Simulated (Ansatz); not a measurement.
# GdSe (rocksalt): one cell, many starting occupations (series 2), part 3 of 3

Task: map the metastable states of GdSe (rocksalt) by varying the start. Cell and atoms stay fixed. The start comes from a prototype table, not from a measured structure.

Ansatz 0.2.0; DFT LDA+U (U_eff = 5 eV on Gd f), plane waves, PAW, no spin–orbit coupling unless a run says so.

**4. Random orbitals: fully mixed, first filling**

Contents of input.yaml:

```yaml
crystal:
  lattice:
    - [0.0, 2.88550036, 2.88550036]
    - [5.77100072, 2.88550036, 2.88550036]
    - [5.77100072, 5.77100072, 0.0]
  atoms:
    - { symbol: Gd, position: [0.5, 0.5, 0.0], spin: 7.0, spin_axis: [1.0, 0.0, 0.0] }
    - { symbol: Se, position: [0.0, 0.0, 0.0] }
    - { symbol: Gd, position: [0.5, 0.5, 0.5], spin: 7.0, spin_axis: [-1.0, 0.0, 0.0] }
    - { symbol: Se, position: [0.0, 0.0, 0.5] }
basis:
  ecutwfc: 420
  ecutrho_ratio: 4
kpoints:
  mp_grid: { grid: [6, 6, 6] }
hamiltonian:
  xc: lda
  hubbard:
    sites:
      - { site: 0, l: f, u_eff: 5.0, starting_ns: [{ occupation_matrix: s0 }] }
      - { site: 2, l: f, u_eff: 5.0, starting_ns: [{ occupation_matrix: s2 }] }
    occupation_matrices:
      s0:
        spinor_matrix:
          - [[0.495, 0.0], [0.0, 0.0], [0.0, 0.0], [0.0, 0.0], [0.0, 0.0], [0.0, 0.0], [0.0, 0.0], [0.475, 0.0], [0.0, 0.0], [0.0, 0.0], [0.0, 0.0], [0.0, 0.0], [0.0, 0.0], [0.0, 0.0]]
          - [[0.0, 0.0], [0.495, 0.0], [0.0, 0.0], [0.0, 0.0], [0.0, 0.0], [0.0, 0.0], [0.0, 0.0], [0.0, 0.0], [0.475, 0.0], [0.0, 0.0], [0.0, 0.0], [0.0, 0.0], [0.0, 0.0], [0.0, 0.0]]
          - [[0.0, 0.0], [0.0, 0.0], [0.495, 0.0], [0.0, 0.0], [0.0, 0.0], [0.0, 0.0], [0.0, 0.0], [0.0, 0.0], [0.0, 0.0], [0.475, 0.0], [0.0, 0.0], [0.0, 0.0], [0.0, 0.0], [0.0, 0.0]]
          - [[0.0, 0.0], [0.0, 0.0], [0.0, 0.0], [0.495, 0.0], [0.0, 0.0], [0.0, 0.0], [0.0, 0.0], [0.0, 0.0], [0.0, 0.0], [0.0, 0.0], [0.475, 0.0], [0.0, 0.0], [0.0, 0.0], [0.0, 0.0]]
          - [[0.0, 0.0], [0.0, 0.0], [0.0, 0.0], [0.0, 0.0], [0.495, 0.0], [0.0, 0.0], [0.0, 0.0], [0.0, 0.0], [0.0, 0.0], [0.0, 0.0], [0.0, 0.0], [0.475, 0.0], [0.0, 0.0], [0.0, 0.0]]
          - [[0.0, 0.0], [0.0, 0.0], [0.0, 0.0], [0.0, 0.0], [0.0, 0.0], [0.495, 0.0], [0.0, 0.0], [0.0, 0.0], [0.0, 0.0], [0.0, 0.0], [0.0, 0.0], [0.0, 0.0], [0.475, 0.0], [0.0, 0.0]]
          - [[0.0, 0.0], [0.0, 0.0], [0.0, 0.0], [0.0, 0.0], [0.0, 0.0], [0.0, 0.0], [0.495, 0.0], [0.0, 0.0], [0.0, 0.0], [0.0, 0.0], [0.0, 0.0], [0.0, 0.0], [0.0, 0.0], [0.475, 0.0]]
          - [[0.475, 0.0], [0.0, 0.0], [0.0, 0.0], [0.0, 0.0], [0.0, 0.0], [0.0, 0.0], [0.0, 0.0], [0.495, 0.0], [0.0, 0.0], [0.0, 0.0], [0.0, 0.0], [0.0, 0.0], [0.0, 0.0], [0.0, 0.0]]
          - [[0.0, 0.0], [0.475, 0.0], [0.0, 0.0], [0.0, 0.0], [0.0, 0.0], [0.0, 0.0], [0.0, 0.0], [0.0, 0.0], [0.495, 0.0], [0.0, 0.0], [0.0, 0.0], [0.0, 0.0], [0.0, 0.0], [0.0, 0.0]]
          - [[0.0, 0.0], [0.0, 0.0], [0.475, 0.0], [0.0, 0.0], [0.0, 0.0], [0.0, 0.0], [0.0, 0.0], [0.0, 0.0], [0.0, 0.0], [0.495, 0.0], [0.0, 0.0], [0.0, 0.0], [0.0, 0.0], [0.0, 0.0]]
          - [[0.0, 0.0], [0.0, 0.0], [0.0, 0.0], [0.475, 0.0], [0.0, 0.0], [0.0, 0.0], [0.0, 0.0], [0.0, 0.0], [0.0, 0.0], [0.0, 0.0], [0.495, 0.0], [0.0, 0.0], [0.0, 0.0], [0.0, 0.0]]
          - [[0.0, 0.0], [0.0, 0.0], [0.0, 0.0], [0.0, 0.0], [0.475, 0.0], [0.0, 0.0], [0.0, 0.0], [0.0, 0.0], [0.0, 0.0], [0.0, 0.0], [0.0, 0.0], [0.495, 0.0], [0.0, 0.0], [0.0, 0.0]]
          - [[0.0, 0.0], [0.0, 0.0], [0.0, 0.0], [0.0, 0.0], [0.0, 0.0], [0.475, 0.0], [0.0, 0.0], [0.0, 0.0], [0.0, 0.0], [0.0, 0.0], [0.0, 0.0], [0.0, 0.0], [0.495, 0.0], [0.0, 0.0]]
          - [[0.0, 0.0], [0.0, 0.0], [0.0, 0.0], [0.0, 0.0], [0.0, 0.0], [0.0, 0.0], [0.475, 0.0], [0.0, 0.0], [0.0, 0.0], [0.0, 0.0], [0.0, 0.0], [0.0, 0.0], [0.0, 0.0], [0.495, 0.0]]
      s2:
        spinor_matrix:
          - [[0.495, 0.0], [0.0, 0.0], [0.0, 0.0], [0.0, 0.0], [0.0, 0.0], [0.0, 0.0], [0.0, 0.0], [-0.475, 0.0], [0.0, 0.0], [0.0, 0.0], [0.0, 0.0], [0.0, 0.0], [0.0, 0.0], [0.0, 0.0]]
          - [[0.0, 0.0], [0.495, 0.0], [0.0, 0.0], [0.0, 0.0], [0.0, 0.0], [0.0, 0.0], [0.0, 0.0], [0.0, 0.0], [-0.475, 0.0], [0.0, 0.0], [0.0, 0.0], [0.0, 0.0], [0.0, 0.0], [0.0, 0.0]]
          - [[0.0, 0.0], [0.0, 0.0], [0.495, 0.0], [0.0, 0.0], [0.0, 0.0], [0.0, 0.0], [0.0, 0.0], [0.0, 0.0], [0.0, 0.0], [-0.475, 0.0], [0.0, 0.0], [0.0, 0.0], [0.0, 0.0], [0.0, 0.0]]
          - [[0.0, 0.0], [0.0, 0.0], [0.0, 0.0], [0.495, 0.0], [0.0, 0.0], [0.0, 0.0], [0.0, 0.0], [0.0, 0.0], [0.0, 0.0], [0.0, 0.0], [-0.475, 0.0], [0.0, 0.0], [0.0, 0.0], [0.0, 0.0]]
          - [[0.0, 0.0], [0.0, 0.0], [0.0, 0.0], [0.0, 0.0], [0.495, 0.0], [0.0, 0.0], [0.0, 0.0], [0.0, 0.0], [0.0, 0.0], [0.0, 0.0], [0.0, 0.0], [-0.475, 0.0], [0.0, 0.0], [0.0, 0.0]]
          - [[0.0, 0.0], [0.0, 0.0], [0.0, 0.0], [0.0, 0.0], [0.0, 0.0], [0.495, 0.0], [0.0, 0.0], [0.0, 0.0], [0.0, 0.0], [0.0, 0.0], [0.0, 0.0], [0.0, 0.0], [-0.475, 0.0], [0.0, 0.0]]
          - [[0.0, 0.0], [0.0, 0.0], [0.0, 0.0], [0.0, 0.0], [0.0, 0.0], [0.0, 0.0], [0.495, 0.0], [0.0, 0.0], [0.0, 0.0], [0.0, 0.0], [0.0, 0.0], [0.0, 0.0], [0.0, 0.0], [-0.475, 0.0]]
          - [[-0.475, 0.0], [0.0, 0.0], [0.0, 0.0], [0.0, 0.0], [0.0, 0.0], [0.0, 0.0], [0.0, 0.0], [0.495, 0.0], [0.0, 0.0], [0.0, 0.0], [0.0, 0.0], [0.0, 0.0], [0.0, 0.0], [0.0, 0.0]]
          - [[0.0, 0.0], [-0.475, 0.0], [0.0, 0.0], [0.0, 0.0], [0.0, 0.0], [0.0, 0.0], [0.0, 0.0], [0.0, 0.0], [0.495, 0.0], [0.0, 0.0], [0.0, 0.0], [0.0, 0.0], [0.0, 0.0], [0.0, 0.0]]
          - [[0.0, 0.0], [0.0, 0.0], [-0.475, 0.0], [0.0, 0.0], [0.0, 0.0], [0.0, 0.0], [0.0, 0.0], [0.0, 0.0], [0.0, 0.0], [0.495, 0.0], [0.0, 0.0], [0.0, 0.0], [0.0, 0.0], [0.0, 0.0]]
          - [[0.0, 0.0], [0.0, 0.0], [0.0, 0.0], [-0.475, 0.0], [0.0, 0.0], [0.0, 0.0], [0.0, 0.0], [0.0, 0.0], [0.0, 0.0], [0.0, 0.0], [0.495, 0.0], [0.0, 0.0], [0.0, 0.0], [0.0, 0.0]]
          - [[0.0, 0.0], [0.0, 0.0], [0.0, 0.0], [0.0, 0.0], [-0.475, 0.0], [0.0, 0.0], [0.0, 0.0], [0.0, 0.0], [0.0, 0.0], [0.0, 0.0], [0.0, 0.0], [0.495, 0.0], [0.0, 0.0], [0.0, 0.0]]
          - [[0.0, 0.0], [0.0, 0.0], [0.0, 0.0], [0.0, 0.0], [0.0, 0.0], [-0.475, 0.0], [0.0, 0.0], [0.0, 0.0], [0.0, 0.0], [0.0, 0.0], [0.0, 0.0], [0.0, 0.0], [0.495, 0.0], [0.0, 0.0]]
          - [[0.0, 0.0], [0.0, 0.0], [0.0, 0.0], [0.0, 0.0], [0.0, 0.0], [0.0, 0.0], [-0.475, 0.0], [0.0, 0.0], [0.0, 0.0], [0.0, 0.0], [0.0, 0.0], [0.0, 0.0], [0.0, 0.0], [0.495, 0.0]]
    ns_hold: until_converged
scf:
  occupations: { method: gaussian, width: 0.05 }
  lower_state_search: "off"
  max_iter: 150
output:
  forces: true
  stress: true
  eigenvalues: true
  populations: true
  hubbard: { sites: [{ site: 0, l: f }, { site: 2, l: f }] }
magnetization:
  noncollinear: true
  spin_orbit: true
```

At this filling each channel is wholly full or empty, so no choice of orbitals remains. The typed matrices are held until the SCF converges, then released. This run includes spin–orbit coupling.

On the command line:

```sh
ansatz run input.yaml --threads 4 --pin off --max-ram 6144MiB --backend cpu --events-out ev --progress --plain --runs-dir out
```

Output:

```text
[... 1 line left out ...]
Warning: RAYON_NUM_THREADS=4 ignored (pool sized by the plan → 4); use --threads N
basis.fft_grid_basis auto: the FFT boxes are laid along the combinations [[1, 0, 0], [0, 1, -1], [-1, 1, 0]] of the cell's own vectors, 4.081, 4.081 and 5.771 Å long. The dense box has 30×30×40 points. Along the cell's own vectors, as sized, it would have 30×48×60, 2.40 times as many. basis.fft_grid_basis: typed keeps the cell's own vectors: state it where this run's energies or levels are differenced outside the engine with another run's, or held beside a run that keeps those vectors.
Gd: projections on atomic orbitals take those of the free atom [Kr 4d10] 4f7 5s2 5p6 5d1 6s2, of charge +0.00 (hamiltonian.pseudopotentials.projection_atoms); the dataset's partial waves leave at most 3.2e-4 of an orbital's norm unspanned inside its sphere
Se: projections on atomic orbitals take those of the free atom [Ar] 3d10 4s2 4p4, of charge +0.00 (hamiltonian.pseudopotentials.projection_atoms); the dataset's partial waves leave at most 1.8e-9 of an orbital's norm unspanned inside its sphere
band count auto-derived: 92, from the close of a first SCF at 82 (N_el = 68.0; filled up to band 68; 82 by the electrons, moments and atoms)
Engine: ansatz 0.2.0, aarch64-unknown-linux-gnu
Pseudopotentials: kind: paw_fr
Pseudopotential: Gd, paw_fr, valence charge 18, recommended cutoff 420 eV (normal), Gd.paw.azcp#standard-fr
Pseudopotential: Se, paw_fr, valence charge 16, recommended cutoff 420 eV (normal), Se.paw.azcp#standard-fr
Functional definition: SPW92
  exchange = slater_x
  correlation = pw_c
Crystal: 4 atoms, lattice volume = 96.100 Å³
Basis set: ecut = 420 eV, 1875 PW (Γ), FFT grids on a1, a2−a3, −a1+a2
Bands: 82, of which v1, the nominal top of the filled ones, is band 68 counted from 1 (67 counted from 0)
Symmetry: 16 space group operations + 16 with time reversal
Magnetic group: BNS 128.410 (UNI 1070), of the structure as read, at distance tolerance 4.6e-5 Å
k-points: 40 of 216
Projection manifold: j_resolved (fully-relativistic pseudo-atomic orbitals)
Non-local potential: Gd, projectors of the file, l = 0: 3, l = 1: 4, l = 2: 4, l = 3: 6
Non-local potential: Se, projectors of the file, l = 0: 2, l = 1: 4, l = 2: 6, l = 3: 2
PAW form: soft (Blöchl's): semilocal exchange-correlation on the pseudo side does not see the compensation charge
PAW frozen core: Gd, regenerated for the run's functional, and the local potential with it (the file was generated under x = pbe(κ = 0.804, μ = 0.2195149727645171), c = pbe(β = 0.06672455060314922))
PAW frozen core: Se, regenerated for the run's functional, and the local potential with it (the file was generated under x = pbe(κ = 0.804, μ = 0.2195149727645171), c = pbe(β = 0.06672455060314922))
PAW one-centre angular grid: Gd, 590 points (default); XC on 64 Gauss nodes
PAW one-centre angular grid: Se, 590 points (default); XC on 64 Gauss nodes
Initial density: superposition of atomic densities (chi_scale 0.1, normalization cell, long waves kept (reshape's long-wave potential 0.00 eV rms))
Starting moments: Σ|m| = 14 μB on 2 of 4 sites
Initial wavefunctions: pseudopotential atomic-orbital guess
Functional: x = slater, c = lda
SCF iter   1: F=—  HF=-29045.084649 eV  |F-HF|=—  |Δ(HF+E_count)|=         —  Δρ=3.49e-1  dr2=2.14e1  dr2_m=2.68e1  ethr=3.10e-3  |M|=1.25e-15 ∫|m|=1.29e1 μB  |m|>n=0.0e0 m-floor=3.2e-3 τ_xc=0.0e0  β_m=1.00  ⟨swp⟩=5.2  Hψ=13556  notcnv=0
preconditioner: auto → Kerker (q_TF=auto, 2.575 Å⁻¹)  [metal: Δε(μ)=0.014 eV  Ē_g=9.166 eV  σ=0.050 eV  W_gap=0.16  n_scr=28 (ndim 8)  ℏωp=24.0 eV  f_vac=0.000  D(μ)=18.17/eV (n_scr^D=318)]
spin=Noncollinear: Kerker preconditioning applied to the charge; magnetization (m_x, m_y, m_z) channels mix plain (no charge-response kernel on spin).
SCF iter   2: F=—  HF=-29042.197402 eV  |F-HF|=—  |Δ(HF+E_count)|=    2.89e0  Δρ=1.63e-1  dr2=2.88e0  dr2_m=5.84e0  ethr=3.10e-3  |M|=3.60e-15 ∫|m|=1.44e1 μB  |m|>n=0.0e0 m-floor=1.1e-4 τ_xc=2.8e-18  β_m=1.00  ⟨swp⟩=6.2  Hψ=8409  notcnv=0  defer=106
[... 61 lines left out ...]
SCF 2 converged in 2 iterations: F = -29047.250249 eV  dr2 = 1.89e-10
SCF converged after 26 iterations (24 of them on 82 bands)
Magnetization: |M| = 0.0000 μB,  M = (+0.0000, -0.0000, +0.0000) μB
Absolute magnetization: 14.2627 μB (∫|m|, with the PAW one-centre terms)
  site 0: m = (+6.9791, -0.0000, +0.0000) μB, |m| = 6.9791 μB  (R = 1.19 Å)
  site 1: m = (+0.0103, -0.0000, +0.0000) μB, |m| = 0.0103 μB  (R = 1.19 Å)
  site 2: m = (-6.9791, +0.0000, -0.0000) μB, |m| = 6.9791 μB  (R = 1.19 Å)
  site 3: m = (-0.0103, +0.0000, -0.0000) μB, |m| = 0.0103 μB  (R = 1.19 Å)
Free energy (F): -29047.250249 eV
Harris-Foulkes:  -29047.250249 eV  (|F-HF|=3.53e-10)
Internal energy: -29047.248032 eV  (E = F + TS)
E sigma→0 (E₀):  -29047.249140 eV
Entropy (-TS):   -0.002217 eV (-0.554 meV/atom)
Fermi energy:    14.117139 eV
--- Per-component energies (eV) ---
  E_band       = -699.611738
  E_kinetic    = 1056.018630
  E_local      = -8324.437608  (includes V_loc(G=0)·N_el)
  E_nonlocal   = -594.438278
  E_hartree    = 3847.002584
  E_xc         = -675.688359
  E_vxc        = -709.801484  (∫ρ·V_xc dr)
  E_hubbard    = 0.263031  (on-site DFT+U / exact-exchange correction)
  E_vhub       = -34.702288  (the Hubbard potential's part of the band-sum identity)
  E_paw        = -16161.575152  (= ΣΔE_a)
  E_vpaw       = 213.744986  (= ΣTr[D̂ρ^β])
  E_aug_tail   = -0.001242  (compensation charges beyond the density's cutoff)
  E_ewald      = -8201.399636
  E_core_change = 7.007999  (= ΣΔE_core)
  E_smearing   = -0.002217  (= −TS)
  E_closure    = 0.000000  (closes the sum)
  Σ components = -29047.250249   (vs F -29047.250249, Δ=0.00e0)
--- Hubbard shell moments (per corrected site; Tr N, ν in electrons; μ in μ_B) ---
  shell 0: Tr N=7.0457  μ_S=(+6.8966, -0.0000, +0.0000)  μ_L=(+0.0347, -0.0000, -0.0000)  μ=(+6.9313, -0.0000, -0.0000)  ν=0.2231 along (+1.000, +0.000, +0.000)
  shell 1: Tr N=7.0457  μ_S=(-6.8966, +0.0000, +0.0000)  μ_L=(-0.0347, +0.0000, +0.0000)  μ=(-6.9313, +0.0000, +0.0000)  ν=0.2231 along (-1.000, -0.000, -0.000)
--- Specified on-site occupations, and those of the state reported ---
  electrons in the specified blocks: 13.8600 specified, 14.0913 found
  site 2 (l=f): largest change of an orbital's occupation 0.0844; electrons 6.9300 specified, 7.0457 found; spectral distance 0.0855
  site 0 (l=f): largest change of an orbital's occupation 0.0844; electrons 6.9300 specified, 7.0457 found; spectral distance 0.0855
--- Forces (eV/Å), atoms counted from 1 ---
  atom   1  Gd     0.00000000    -0.00000000     0.00000000
  atom   2  Se     0.00000000     0.00000000     0.00000000
  atom   3  Gd     0.00000000     0.00000000     0.00000000
  atom   4  Se     0.00000000     0.00000000    -0.00000000
  max |Σ_I F_I| component: 2.30e-19 eV/Å
--- Stress (GPa, compression-positive) ---
       -3.234617      -0.000000       0.000000
       -0.000000      -3.364537       0.000000
        0.000000      -0.000000      -3.364537
  P = ⅓ Tr σ = -3.3212 GPa (-33.212 kbar)
--- Band table (eV; the first three rows and the last of 40) ---
[... 4 lines left out ...]
Occupation matrices written to <dir>
--- Löwdin populations: 4 sites ---
  site symbol       q [e]
     0     Gd     17.7869
     1     Se     16.1553
     2     Gd     17.7869
     3     Se     16.1553
  spilling = 0.001701 (of n_electrons = 68.000000)
--- Occupation matrices: 2 shells (run DFT+U table (all-electron-ortho-atomic); ε = 7.80e-4) ---
  Gd0 f_4F: site group Oh (m-3m); on the run's cell D4h (4/mmm)
  Gd0 f_4F spinor Tr n = 7.0457  λ = 0.003 0.004 0.005 0.006 0.009 0.011 0.011 0.999 0.999 0.999 1.000 1.000 1.000 1.000  [xyz 0.96 (A2u 0.96) E5/2u(0.98)/E3/2u(1.00) | 3× z(x2-y2) 0.32 (T2u 0.96) G3/2u(0.66)/E3/2u(0.67) | z3 0.46 (T1u 0.92) E1/2u(0.67)/E1/2u(1.00) | 2× x(x2-3y2) 0.31 (T1u 1.00) G3/2u(0.81)/E1/2u(0.50) | 7× yz2 0.14 (T2u 0.43) G3/2u(0.58)/E3/2u(0.57)]
  specified occupation → Gd0 f_4F spinor: matrix, ‖Δ‖_F = 0.2350, Tr Δ = -0.1157, displaced = 0.4177, d_λ = 0.0855; orbital distance = 0.2254
  Gd2 f_4F: site group Oh (m-3m); on the run's cell D4h (4/mmm)
  Gd2 f_4F spinor Tr n = 7.0457  λ = 0.003 0.004 0.005 0.006 0.009 0.011 0.011 0.999 0.999 0.999 1.000 1.000 1.000 1.000  [xyz 0.96 (A2u 0.96) E5/2u(0.98)/E3/2u(1.00) | 3× z(x2-y2) 0.32 (T2u 0.96) G3/2u(0.66)/E3/2u(0.67) | z3 0.46 (T1u 0.92) E1/2u(0.67)/E1/2u(1.00) | 2× x(x2-3y2) 0.31 (T1u 1.00) G3/2u(0.81)/E1/2u(0.50) | 7× yz2 0.14 (T2u 0.43) G3/2u(0.58)/E3/2u(0.57)]
  specified occupation → Gd2 f_4F spinor: matrix, ‖Δ‖_F = 0.2350, Tr Δ = -0.1157, displaced = 0.4177, d_λ = 0.0855; orbital distance = 0.2254
  Tr n, λ and their labels are of the run-group-symmetrised matrices; stabiliser: 32 of 64 elements of G0×{1,Θ} (closed), max defect 4.0e-15 at τ = 1.7e-4
```

It took 3 min on 4 threads of Arm Neoverse V1, shared host; peak memory 1.6 GiB.

End state: no gap, pressure -3.3 GPa, moments in spheres Gd1 (6.98, 0.00, 0.00); Gd3 (-6.98, 0.00, 0.00) μB, largest force component 0.00 eV/Å, 16 symmetry operations imposed.

The shells' filling, with natural orbitals sorted by occupation:

| shell | channel | electrons | over 0.8 | 0.2 to 0.8 | under 0.2 |
| --- | --- | --- | --- | --- | --- |
| Gd 4f (atom 1) | both spins | 7.05 | 7 | 0 | 7 |

Spin moments on the atoms, as numbers:

| atom | x (μB) | y (μB) | z (μB) |
| --- | --- | --- | --- |
| Gd1 | 6.98 | 0.00 | 0.00 |
| Gd3 | -6.98 | 0.00 | 0.00 |

**5. Results**

This closing draws on all 3 parts.

Energies count from the lowest free state with spin–orbit coupling and have the smearing extrapolated to zero.

| start | energy (meV/atom) | gap (eV) | pressure (GPa) | largest moment (μB) | SCF cycles | time |
| --- | --- | --- | --- | --- | --- | --- |
| random orbitals: single harmonics, second filling | 0.0 | metal | -3.3 | 6.98 | 28 | 3.5 min |
| random orbitals: fully mixed, first filling | 0.0 | metal | -3.3 | 6.98 | 26 | 3 min |
| from atoms, symmetry kept, no search (earlier series) | 0.0 | metal | -3.3 | 6.98 | 18 | 2.1 min |
| from atoms, default search | 0.0 | metal | -3.3 | 6.98 | 18 | 2.2 min |

The 4 free runs with spin–orbit coupling end within about 1 meV/atom of each other. The run with the program's default settings reaches the lowest one found. The lowest state found need not be the ground state, and the geometry wasn't relaxed for any of them.
